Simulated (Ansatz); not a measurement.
# WS2: the cost of one run

Code: Ansatz 0.2.0. PAW datasets, plane waves. Calculated at 0 K for a non-magnetic cell.

**1. Starting point**

The unstrained cell was relaxed with r2SCAN+rVV10; in each strained cell the atoms were relaxed again with r2SCAN+rVV10. Names of k-points are those of the unstrained zone, where strain can split equivalent points. First state: no strain.

It is hexagonal, P6_3/mmc (No. 194); a = 3.170 Å, c = 12.491 Å in the conventional setting, 18.12 Å³ an atom. Near W stand 6 S at 2.41 Å; near S stand 3 W at 2.41 Å.

Coordinates:

```xyz
6
Lattice="3.1699 0.0000 0.0000 -1.5850 2.7453 0.0000 0.0000 0.0000 12.4911" Properties=species:S:1:pos:R:3 pbc="T T T"
W     0.0000    1.8302    3.1228
W     1.5850    0.9151    9.3683
S     1.5850    0.9151    4.6855
S     1.5850    0.9151    1.5600
S     0.0000    1.8302   10.9310
S     0.0000    1.8302    7.8056
```

**2. No strain: PBE**

Input file input.yaml:

```yaml
crystal:
  lattice:
    - [3.1699462934, 0.0, 0.0]
    - [-1.5849731467, 2.7452540187, 0.0]
    - [0.0, 0.0, 12.4910705525]
  atoms:
    - { symbol: W, position: [0.3333333333, 0.6666666667, 0.25] }
    - { symbol: W, position: [0.6666666667, 0.3333333333, 0.75] }
    - { symbol: S, position: [0.6666666667, 0.3333333333, 0.3751079134] }
    - { symbol: S, position: [0.6666666667, 0.3333333333, 0.1248920866] }
    - { symbol: S, position: [0.3333333333, 0.6666666667, 0.8751079134] }
    - { symbol: S, position: [0.3333333333, 0.6666666667, 0.6248920866] }
kpoints:
  mp_grid: { grid: [12, 12, 2] }
  band_path:
    path:
      - [0.0, 0.0, 0.0]
      - [0.5, 0.0, 0.0]
      - [0.3333333333, 0.3333333333, 0.0]
      - [0.0, 0.0, 0.5]
      - [0.5, 0.0, 0.5]
      - [0.3333333333, 0.3333333333, 0.5]
      - [0.171875, 0.174479, 0.0]
    npoints: 1
hamiltonian:
  xc: pbe
scf:
  occupations: { method: fermi_dirac, width: 0.02 }
  n_extra_bands: 5
output:
  forces: true
  stress: true
  eigenvalues: true
```

The run is started by

```bash
> ansatz run input.yaml --threads 2 --pin off --max-ram 28569MiB --backend cpu --events-out ev --progress --plain --runs-dir out
```

What time and memory should one allow on 2 threads of AMD EPYC 7R13 (Zen 3), shared host?

About 2.7 s, with a peak of 0.56 GiB.
